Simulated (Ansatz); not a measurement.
**Molecular dynamics of CaScSi₃HO₉**

Input:

```yaml
accuracy: low
crystal:
  lattice:
    - [7.003926, 0.0, 0.0]
    - [-0.23352, 7.279608, 0.0]
    - [-0.486813, -1.943806, 7.474159]
  atoms:
    - { symbol: Ca, position: [0.343375, 0.914555, 0.668491] }
    - { symbol: Ca, position: [0.656625, 0.085445, 0.331509] }
    - { symbol: Sc, position: [0.35116, 0.406447, 0.643041] }
    - { symbol: Sc, position: [0.64884, 0.593553, 0.356959] }
    - { symbol: Si, position: [0.175608, 0.089962, 0.258825] }
    - { symbol: Si, position: [0.824392, 0.910038, 0.741175] }
    - { symbol: Si, position: [0.14336, 0.523714, 0.278381] }
    - { symbol: Si, position: [0.85664, 0.476286, 0.721619] }
    - { symbol: Si, position: [0.366293, 0.740163, 0.045521] }
    - { symbol: Si, position: [0.633707, 0.259837, 0.954479] }
    - { symbol: H, position: [0.970647, 0.839025, 0.305132] }
    - { symbol: H, position: [0.029353, 0.160975, 0.694868] }
    - { symbol: O, position: [0.666176, 0.872141, 0.563343] }
    - { symbol: O, position: [0.333824, 0.127859, 0.436657] }
    - { symbol: O, position: [0.671938, 0.420493, 0.561813] }
    - { symbol: O, position: [0.328062, 0.579507, 0.438187] }
    - { symbol: O, position: [0.438834, 0.240025, 0.815853] }
    - { symbol: O, position: [0.561166, 0.759975, 0.184147] }
    - { symbol: O, position: [0.972569, 0.976847, 0.289984] }
    - { symbol: O, position: [0.027431, 0.023153, 0.710016] }
    - { symbol: O, position: [0.946128, 0.630652, 0.347419] }
    - { symbol: O, position: [0.053872, 0.369348, 0.652581] }
    - { symbol: O, position: [0.394767, 0.673709, 0.828331] }
    - { symbol: O, position: [0.605233, 0.326291, 0.171669] }
    - { symbol: O, position: [0.10167, 0.288476, 0.215572] }
    - { symbol: O, position: [0.89833, 0.711524, 0.784428] }
    - { symbol: O, position: [0.204562, 0.594771, 0.099367] }
    - { symbol: O, position: [0.795438, 0.405229, 0.900633] }
    - { symbol: O, position: [0.280995, 0.961814, 0.081481] }
    - { symbol: O, position: [0.719005, 0.038186, 0.918519] }
basis:
  ecutwfc: 420.0
kpoints:
  mp_grid: { grid: [2, 2, 2] }
hamiltonian:
  xc: lda
scf:
  occupations: { method: fermi_dirac, width: 0.05 }
  lower_state_search: "off"
md:
  timestep: 0.5
  n_steps: 130
  ensemble: nve
  temperature: 2400.0
  initial_velocities: maxwell_boltzmann
  seed: 736333
```

Run as:

```bash
$ ansatz run input.yaml --threads 2 --pin off --max-ram 5120MiB --backend cpu --events-out ev --progress --plain --runs-dir out
```

It starts from an unrelaxed structure (largest force component 0.84 eV/Å).

Output, in part (step lines):

```
md step     0: t =     0.00 fs  T =  2400.0 K  F+E_penalty+E_count = -21441.58705087 eV  E_kin = 8.996496 eV  conserved = -21432.59055495 eV  (10 SCF iters)
md step     1: t =     0.50 fs  T =  2400.4 K  F+E_penalty+E_count = -21441.58773450 eV  E_kin = 8.998118 eV  conserved = -21432.58961683 eV  (9 SCF iters)
md step     2: t =     1.00 fs  T =  2384.5 K  F+E_penalty+E_count = -21441.52687846 eV  E_kin = 8.938221 eV  conserved = -21432.58865735 eV  (9 SCF iters)
md step     3: t =     1.50 fs  T =  2355.5 K  F+E_penalty+E_count = -21441.41757513 eV  E_kin = 8.829734 eV  conserved = -21432.58784145 eV  (9 SCF iters)
md step     4: t =     2.00 fs  T =  2316.7 K  F+E_penalty+E_count = -21441.27140415 eV  E_kin = 8.684153 eV  conserved = -21432.58725131 eV  (9 SCF iters)
md step     5: t =     2.50 fs  T =  2270.2 K  F+E_penalty+E_count = -21441.09701925 eV  E_kin = 8.510095 eV  conserved = -21432.58692383 eV  (5 SCF iters)
md step     6: t =     3.00 fs  T =  2217.6 K  F+E_penalty+E_count = -21440.89953120 eV  E_kin = 8.312711 eV  conserved = -21432.58682059 eV  (3 SCF iters)
md step     7: t =     3.50 fs  T =  2159.3 K  F+E_penalty+E_count = -21440.68101274 eV  E_kin = 8.094192 eV  conserved = -21432.58682038 eV  (4 SCF iters)
[... lines left out ...]
md step   130: t =    65.00 fs  T =  1256.2 K  F+E_penalty+E_count = -21437.29452617 eV  E_kin = 4.708870 eV  conserved = -21432.58565634 eV  (9 SCF iters)
```

The steps, from the saved trajectory:

```tsv
time (fs)	T (K)	potential energy less start (eV)	conserved less start (meV/atom)
0	2400	0.000	0.00
2	2317	0.316	0.11
4	2096	1.145	0.13
6	1804	2.239	0.18
8	1542	3.223	0.21
10	1354	3.924	0.13
12	1179	4.584	0.27
14	1183	4.565	0.12
16	1191	4.535	0.16
18	1178	4.586	0.15
20	1111	4.835	0.07
22	1022	5.171	0.24
24	1078	4.960	0.09
26	1068	5.000	0.19
28	1110	4.841	0.18
30	1199	4.507	0.14
32	1270	4.239	0.16
34	1319	4.055	0.12
36	1301	4.123	0.14
38	1252	4.309	0.13
40	1192	4.532	0.15
42	1139	4.732	0.13
44	1061	5.026	0.16
46	1003	5.245	0.22
48	1055	5.048	0.18
50	1143	4.713	0.09
52	1178	4.586	0.19
54	1235	4.368	0.06
56	1178	4.586	0.17
58	1125	4.784	0.19
60	1121	4.801	0.17
62	1147	4.702	0.19
64	1219	4.433	0.16
```

All steps were run. The conserved energy stayed within 0.29 meV per atom of its start (net change 0.16 meV per atom), so the integration is sound. Over the second half the temperature averaged 0.49 of the 2400 K drawn at the start: a run that starts near a minimum puts about half its kinetic energy into the potential. A run of 0.065 ps of so small a system gives no equilibrium averages. Limits of this set-up: low accuracy level.

Mean squared displacements from the first frame to the last, about the centre of mass: Ca 0.09 Å², Sc 0.07 Å², Si 0.05 Å², H 0.11 Å², O 0.14 Å².

Last frame:

```xyz
30
Lattice="7.0039 0.0000 0.0000 -0.2335 7.2796 0.0000 -0.4868 -1.9438 7.4742" Properties=species:S:1:pos:R:3
Ca 1.763 5.145 5.006
Ca 4.587 0.246 2.607
Sc 2.271 1.735 4.994
Sc 4.178 3.779 2.497
Si 1.341 0.361 1.951
Si 5.208 5.151 5.313
Si 0.731 3.241 2.226
Si 5.528 2.035 5.459
Si 2.167 5.224 0.470
Si 4.002 -0.107 7.027
H 6.573 5.804 2.353
H -0.249 0.020 4.916
O 4.309 5.189 3.989
O 2.129 0.080 3.240
O 4.091 2.020 4.168
O 1.850 3.456 3.448
O 2.774 -0.018 6.044
O 3.529 4.961 1.214
O 6.772 6.809 2.409
O -0.173 -1.392 5.179
O 6.001 3.483 2.617
O -0.340 1.060 4.835
O 1.646 3.006 6.300
O 4.105 1.903 1.134
O 0.901 1.902 1.409
O 5.694 3.636 5.653
O 0.969 4.406 1.122
O 4.709 1.481 6.686
O 1.917 6.944 0.745
O 4.817 -1.391 6.651
```

The run took 15 min on 2 threads of Arm Neoverse V2, on a shared host, peak memory 1.1 GiB.
